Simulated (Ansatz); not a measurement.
# CH4FGeO: the cost of one run

The runs use Ansatz 0.2.0, Gaussian basis; the settings change from run to run.

### 1 The geometry

The geometry comes from an earlier relaxation with PBE0-D4 in a triple-zeta def2 set; it is a stationary point, not always the lowest conformer.

8 atoms, charge 0, spin multiplicity 2.

Atoms are counted from 1 here; the program's logs count them from 0.

Bond lengths: C1–O2 1.410 Å, C1–H5 1.092 Å, C1–H6 1.098 Å, C1–H7 1.095 Å, O2–Ge3 1.771 Å, Ge3–F4 1.737 Å, Ge3–H8 1.571 Å. Angles: O2–C1–H5 107.6°, O2–C1–H6 112.6°, O2–C1–H7 111.5°, H5–C1–H6 108.0°, H5–C1–H7 108.3°, H6–C1–H7 108.6°, C1–O2–Ge3 120.4°, O2–Ge3–F4 102.0°, O2–Ge3–H8 108.8°, F4–Ge3–H8 106.6°.

### 2 PBEsol/def2-TZVPP

Options: the search for lower states set to full.

File in.yaml:

```yaml
crystal:
  periodic: [false, false, false]
  atoms:
    - {symbol: C, position_ang: [-0.646747, 0.988368, 0.246806]}
    - {symbol: O, position_ang: [-0.463155, -0.158263, -0.553589]}
    - {symbol: Ge, position_ang: [0.572425, -1.482198, 0.003798]}
    - {symbol: F, position_ang: [0.750625, -2.433492, -1.438156]}
    - {symbol: H, position_ang: [-0.989424, 1.795033, -0.404727]}
    - {symbol: H, position_ang: [0.280796, 1.315991, 0.733933]}
    - {symbol: H, position_ang: [-1.406966, 0.822682, 1.017341]}
    - {symbol: H, position_ang: [1.994746, -0.905222, 0.338895]}
basis:
  gaussian: {orbitals: def2-TZVPP}
magnetization: {spin_polarized: true, initial_magnetization: 1}
hamiltonian: {xc: {name: PBEsol}}
scf: {lower_state_search: full}
```

The run is started by

```
$ ansatz run in.yaml --threads 4 --pin off --events-out ev --progress --plain --max-ram 10444MiB
```

**Question.** How long does this run take on 4 threads of Arm Neoverse V2, shared host, and how much memory does it need?

About 6.5 s, with a peak of 0.51 GiB.
